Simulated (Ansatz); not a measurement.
# CH₃BGe (SMILES B#[C][GeH3]): single points off equilibrium

The task here is to estimate one member of a computed series from the others.

Program: Ansatz 0.2.0, Gaussian basis. Level of theory: single points in def2-TZVPP. These are calculated values, not measurements.

Correlated methods freeze the cores. Filled d shells of the heavier atoms are correlated. B3LYP uses VWN-RPA correlation.

### Starting geometry

SMILES `B#[C][GeH3]`, 6 atoms, charge 0, spin multiplicity 1.

Atoms are counted from 1 here; the program's logs count them from 0.

Bond lengths: B1–C2 1.158 Å, C2–Ge3 2.013 Å, Ge3–H4 1.387 Å, Ge3–H5 1.423 Å, Ge3–H6 1.544 Å. Angles: B1–C2–Ge3 179.2°, C2–Ge3–H4 112.1°, C2–Ge3–H5 113.9°, C2–Ge3–H6 111.2°, H4–Ge3–H5 105.7°, H4–Ge3–H6 108.5°, H5–Ge3–H6 105.0°.

As a file:

| atom | x (Å) | y (Å) | z (Å) |
| --- | --- | --- | --- |
| B1 | 0.99150 | -2.17780 | 1.01600 |
| C2 | 0.54260 | -1.21210 | 0.55990 |
| Ge3 | -0.26130 | 0.45180 | -0.23890 |
| H4 | -1.39530 | 0.17590 | -0.98780 |
| H5 | 0.61540 | 1.15280 | -1.11360 |
| H6 | -0.63350 | 1.47310 | 0.85710 |

The first run:

run/in.yaml

```yaml
crystal:
  periodic: [false, false, false]
  atoms:
    - {symbol: B, position_ang: [0.991500, -2.177800, 1.016000]}
    - {symbol: C, position_ang: [0.542600, -1.212100, 0.559900]}
    - {symbol: Ge, position_ang: [-0.261300, 0.451800, -0.238900]}
    - {symbol: H, position_ang: [-1.395300, 0.175900, -0.987800]}
    - {symbol: H, position_ang: [0.615400, 1.152800, -1.113600]}
    - {symbol: H, position_ang: [-0.633500, 1.473100, 0.857100]}
basis:
  gaussian: {orbitals: def2-TZVPP}
correlation: {method: ccsd_t}
output: {forces: true}
```

No record of the launch command was kept for these runs.

Steps of the session up to this table: CCSD(T)/def2-TZVPP; PBE0-D4/def2-TZVPP; wB97M-V/def2-TZVPP; r2SCAN-D4/def2-TZVPP; PBE-D4/def2-TZVPP; B3LYP-D4/def2-TZVPP; wB97X-V/def2-TZVPP.

One of the session's tables, all rows but one given; the rest of the session is left out.

```
   method  RMS force component (eV/Å)  angle to CCSD(T) forces (°)  dipole (D)
  CCSD(T)                       5.683                    reference        1.78
  PBE0-D4                       5.285                          2.0        2.12
  wB97M-V                       5.177                          1.8        2.31
r2SCAN-D4                       5.391                          1.1        1.93
   PBE-D4                       5.542                          1.5        1.65
 B3LYP-D4                           ?                            ?           ?
  wB97X-V                       5.216                          2.1        2.38
```

Q: Estimate the row for B3LYP-D4 from the others.

As computed: RMS force component (eV/Å): 5.196; angle to CCSD(T) forces (°): 1.8; dipole (D): 2.02. In the column «RMS force component (eV/Å)» it lies between wB97M-V (5.177) and wB97X-V (5.216).
